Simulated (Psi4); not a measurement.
# M06-2X/def2-TZVP (core potential) run of SnH3Br (SMILES [Br][SnH3])

Aim: the energy change on altering one bond length of SnH3Br at M06-2X/def2-TZVP (core potential), from 2 runs. 

The calculation is run with Psi4 1.11.

2 further runs of the same task are left out: 2 set aside as unsound or not needed.

## 1. The molecule

SnH3Br has 5 atoms, charge 0, and is taken as a singlet. As SMILES, `[Br][SnH3]`. The shape is that of a PBE0-D4/def2-TZVP optimisation.

Bond lengths: Br1–Sn2 2.483 Å, Sn2–H3 1.700 Å, Sn2–H4 1.700 Å, Sn2–H5 1.700 Å. Angles: Br1–Sn2–H3 106.4°, Br1–Sn2–H4 106.4°, Br1–Sn2–H5 106.4°, H3–Sn2–H4 112.4°, H3–Sn2–H5 112.4°, H4–Sn2–H5 112.4°.

## 2. Energy and gradient at M06-2X/def2-TZVP (core potential)

Contents of calc.in:

```
memory 1600 mb

molecule molecule1 {
  0 1
  Br
  Sn 1 2.483198
  H 2 1.700195 1 106.39896
  H 2 1.700191 3 112.35776 1 116.05517
  H 2 1.700067 4 112.36215 3 -127.88656
  units angstrom
  symmetry c1
}

set globals {
  puream true
  e_convergence 1e-09
  d_convergence 1e-08
  scf_type pk
  dft_radial_points 99
  dft_spherical_points 590
}

e, wfn = gradient('m06-2x/def2-TZVP', return_wfn=True)
oeprop(wfn, 'DIPOLE', 'MULLIKEN_CHARGES', 'MAYER_INDICES', title='M06-2X')
```

Started as:

```
$ psi4 -i calc.in -o calc.out -n 1
```

calc.out:

```text
[...]
    !!!  WARNING: ECP capability is in beta. Please check occupations closely.  !!!
[...]
  Running in c1 symmetry.
[...]
  Nuclear repulsion =  201.621415385453560
[...]
  Multiplicity = 1
[...]
  Nalpha       = 30
  Nbeta        = 30
[...]
    Number of basis functions: 116
[...]
 WARNING: Atomic UHF is not converging! Try casting from a smaller basis or call Rob at CCMST.
   -------------------------
[...]
   @RKS iter   1: -2789.87922004425900   -2.55932e+00   1.26958e-02 ADIIS/DIIS
[...]
   @RKS iter  11: -2790.24324712628777    2.72848e-12   2.08600e-09 DIIS
[...]
    Orbital Energies [Eh]
    ---------------------
    Doubly Occupied:
       1A   -485.354676     2A    -63.340317     3A    -57.159147
       4A    -57.157736     5A    -57.157736     6A     -9.006327
       7A     -6.828139     8A     -6.822788     9A     -6.822788
      10A     -5.358683    11A     -3.676089    12A     -3.671079
      13A     -3.671078    14A     -2.861800    15A     -2.859904
      16A     -2.859904    17A     -2.854943    18A     -2.854943
      19A     -1.188938    20A     -1.185463    21A     -1.185461
      22A     -1.179922    23A     -1.179922    24A     -0.837696
      25A     -0.586835    26A     -0.408348    27A     -0.408332
      28A     -0.393324    29A     -0.343498    30A     -0.343495
[...]
  @RKS Final Energy: -2790.24324712628777
   => Energetics <=
    Nuclear Repulsion Energy =            201.6214153854535596
    One-Electron Energy =               -4363.3018223832586955
    Two-Electron Energy =                1423.7431813884452367
    DFT Exchange-Correlation Energy =     -52.3060215169279843
    Empirical Dispersion Energy =           0.0000000000000000
    VV10 Nonlocal Energy =                  0.0000000000000000
    Total Energy =                      -2790.2432471262882245
[...]
  -Total Gradient:
     Atom            X                  Y                   Z
    ------   -----------------  -----------------  -----------------
       1       -0.000000590004    -0.000000016330     0.005650209652
       2        0.000031638057     0.000016219768    -0.003571489289
       3        0.000004189959     0.001992301253    -0.000703783336
       4        0.001725809559    -0.000996391911    -0.000709144550
       5       -0.001757617681    -0.001011806245    -0.000716560519
[...]
 Multipole Moments:
 ------------------------------------------------------------------------------------
     Multipole            Electronic (a.u.)      Nuclear  (a.u.)        Total (a.u.)
 ------------------------------------------------------------------------------------
 L = 1.  Multiply by 2.5417464519 to convert [e a0] to [Debye]
 Dipole X            :          0.0004434           -0.0003043            0.0001392
 Dipole Y            :          0.0001204           -0.0000794            0.0000410
 Dipole Z            :         53.2214311          -52.2500573            0.9713738
 Magnitude           :                                                    0.9713738
[...]
  Mulliken Charges: (a.u.)
   Center  Symbol    Alpha    Beta     Spin     Total
       1    BR    17.69315 17.69315  0.00000 -0.38631
       2    SN    10.76819 10.76819  0.00000  0.46361
       3     H     0.51288  0.51288  0.00000 -0.02576
       4     H     0.51289  0.51289  0.00000 -0.02577
       5     H     0.51289  0.51289  0.00000 -0.02578
   Total alpha = 30.00000, Total beta = 30.00000, Total charge = -0.00000
  Mayer Bond Indices:
[...]
```

Run time: 53 s. Hardware: 1 thread of AMD EPYC 7R13 (Zen 3), shared host; peak memory 0.7 GiB.

## 3. The distorted shape at the same level

Contents of calc.py:

```python
import psi4

psi4.set_memory(1600000000)
psi4.set_num_threads(1)
psi4.core.set_output_file('output.dat', False)

geom = psi4.geometry("""
Br
Sn 1 4.4698
H 2 1.700195 1 106.39897
H 2 1.700191 3 112.35776 1 116.05517
H 2 1.700067 4 112.36215 3 -127.88656
symmetry c1
no_reorient
no_com
""")

psi4.set_options({
    'basis': 'def2-TZVP',
    'reference': 'rks',
    'puream': True,
    'e_convergence': 1e-09,
    'd_convergence': 1e-08,
    'scf_type': 'pk',
    'dft_radial_points': 99,
    'dft_spherical_points': 590,
})

result = psi4.gradient("m06-2x")
print('gradient / Eh bohr^-1')
print(result.np.round(6))
for k, v in sorted(psi4.core.scalar_variables().items()):
    print(f'{k:45s} {v:18.10f}')
```

Started as:

```
$ python calc.py
```

output.dat, cut to the lines that bear on the results:

```text
[...]
    !!!  WARNING: ECP capability is in beta. Please check occupations closely.  !!!
[...]
  Running in c1 symmetry.
[...]
  Nuclear repulsion =  122.926155226081008
[...]
  Multiplicity = 1
[...]
  Nalpha       = 30
  Nbeta        = 30
[...]
    Number of basis functions: 116
[...]
 WARNING: Atomic UHF is not converging! Try casting from a smaller basis or call Rob at CCMST.
   -------------------------
[...]
   @RKS iter   1: -2789.62612649363200   -2.61734e+00   1.33705e-02 ADIIS/DIIS
[...]
   @RKS iter  16: -2790.10846140751391   -4.54747e-13   1.80393e-09 DIIS
[...]
  @RKS Final Energy: -2790.10846140751391
   => Energetics <=
    Nuclear Repulsion Energy =            122.9261552260810078
    One-Electron Energy =               -4206.8234900688084963
    Two-Electron Energy =                1346.0324346648210394
    DFT Exchange-Correlation Energy =     -52.2435612296074936
    Empirical Dispersion Energy =           0.0000000000000000
    VV10 Nonlocal Energy =                  0.0000000000000000
    Total Energy =                      -2790.1084614075143691
[...]
 Multipole Moments:
 ------------------------------------------------------------------------------------
     Multipole            Electronic (a.u.)      Nuclear  (a.u.)        Total (a.u.)
 ------------------------------------------------------------------------------------
 L = 1.  Multiply by 2.5417464519 to convert [e a0] to [Debye]
 Dipole X            :          0.0004141           -0.0003043            0.0001098
 Dipole Y            :          0.0001107           -0.0000790            0.0000317
 Dipole Z            :         99.7256817          -95.5757420            4.1499397
 Magnitude           :                                                    4.1499397
[...]
  -Total Gradient:
     Atom            X                  Y                   Z
    ------   -----------------  -----------------  -----------------
       1       -0.000000119109     0.000000003771    -0.022932127484
       2        0.000032473615     0.000017075857     0.003460940798
       3        0.000003801660     0.002444797557     0.006486285767
       4        0.002116701154    -0.001222858507     0.006480849390
       5       -0.002149718435    -0.001238528952     0.006475775304
[...]
```

The script printed:

```text
gradient / Eh bohr^-1
[[-0.0000e+00  0.0000e+00 -2.2932e-02]
 [ 3.2000e-05  1.7000e-05  3.4610e-03]
 [ 4.0000e-06  2.4450e-03  6.4860e-03]
 [ 2.1170e-03 -1.2230e-03  6.4810e-03]
 [-2.1500e-03 -1.2390e-03  6.4760e-03]]
CURRENT ENERGY                                  -2790.1084614075
CURRENT REFERENCE ENERGY                        -2790.1084614075
DD SOLVATION ENERGY                                 0.0000000000
DFT FUNCTIONAL TOTAL ENERGY                     -2790.1084614075
DFT TOTAL ENERGY                                -2790.1084614075
DFT VV10 ENERGY                                     0.0000000000
DFT XC ENERGY                                     -52.2435612296
GRID ELECTRONS ALPHA                               30.0000001640
GRID ELECTRONS BETA                                30.0000001640
GRID ELECTRONS TOTAL                               60.0000003280
NUCLEAR REPULSION ENERGY                          122.9261552261
ONE-ELECTRON ENERGY                             -4206.8234900688
PCM POLARIZATION ENERGY                             0.0000000000
PE ENERGY                                           0.0000000000
SCF ITERATION ENERGY                            -2790.1084614075
SCF ITERATIONS                                     16.0000000000
SCF TOTAL ENERGY                                -2790.1084614075
TWO-ELECTRON ENERGY                              1346.0324346648
XC GRID RADIAL POINTS                              99.0000000000
XC GRID SPHERICAL POINTS                          590.0000000000
XC GRID TOTAL POINTS                           279611.0000000000
```

Run time: 47 s. Hardware: 1 thread of AMD EPYC 7R13 (Zen 3), shared host; peak memory 0.71 GiB.

## 4. Summary of results

At M06-2X/def2-TZVP (core potential):

| quantity | value |
| --- | --- |
| first shape: total energy | -2790.24325 Eh |
| first shape: dipole moment | 2.47 D |
| first shape: HOMO energy | -9.35 eV |
| first shape: LUMO energy | -0.22 eV |
| first shape: HOMO–LUMO gap | 9.13 eV |
| first shape: largest force on an atom | 0.291 eV/Å |
| distorted shape: total energy | -2790.10846 Eh |
| distorted shape: dipole moment | 10.55 D |
| distorted shape: HOMO energy | -7.42 eV |
| distorted shape: LUMO energy | -4.44 eV |
| distorted shape: HOMO–LUMO gap | 2.98 eV |
| distorted shape: largest force on an atom | 1.179 eV/Å |
| energy change with the Br1–Sn2 bond stretched from 2.483 to 4.470 Å | 3.668 eV |

**Reading.** One bond (distorted shape) is far stretched, which a spin-restricted single reference describes badly; a broken-symmetry solution may lie lower. With the Br1–Sn2 bond stretched from 2.483 to 4.470 Å the energy rises by 3.67 eV (354 kJ/mol). The first shape isn't relaxed at this level, so the change isn't measured from a minimum. A restricted reference can't describe the breaking bond well at this length. The largest force (first shape) is 0.29 eV/Å: the shape isn't a stationary point for this species at this level. Mulliken charges (first shape) run from -0.39 on Br1 to +0.46 on Sn2; they depend strongly on the basis.
